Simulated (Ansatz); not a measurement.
Te4Pt3:

```
CELL_PARAMETERS angstrom
1.99400 1.15124 11.79667
-1.99400 1.15124 11.79667
0.00000 -2.30247 11.79667
ATOMIC_POSITIONS crystal
Pt 0.85400 0.85400 0.85400
Pt 0.14600 0.14600 0.14600
Pt 0.00000 0.00000 0.00000
Te 0.70500 0.70500 0.70500
Te 0.29500 0.29500 0.29500
Te 0.55700 0.55700 0.55700
Te 0.44300 0.44300 0.44300
```

Base run:

```yaml
Program: Ansatz 0.2.0
Functional: PBEsol
Potentials_or_basis: JTH PAW
Cutoff: "750 eV (not typed: the program's choice for these potentials)"
k_mesh: 8 × 8 × 8
Occupations: fermi-dirac, width 0.05 eV
Spin: no spin polarisation
```

Its results: band gap on the k mesh none (metal or under the smearing width); pressure 0.2 GPa; largest force 0.409 eV/Å.

Task: The run is repeated on the same cell with these changes: potentials or basis from JTH PAW to PseudoDojo stringent (PBEsol files); cutoff from 750 eV (not typed: the program's choice for these potentials) to 1388 eV; valence electrons from 54 to 150. What comes out?

Result: Band gap on the k mesh none (metal or under the smearing width); pressure -1.3 GPa; largest force 0.652 eV/Å.
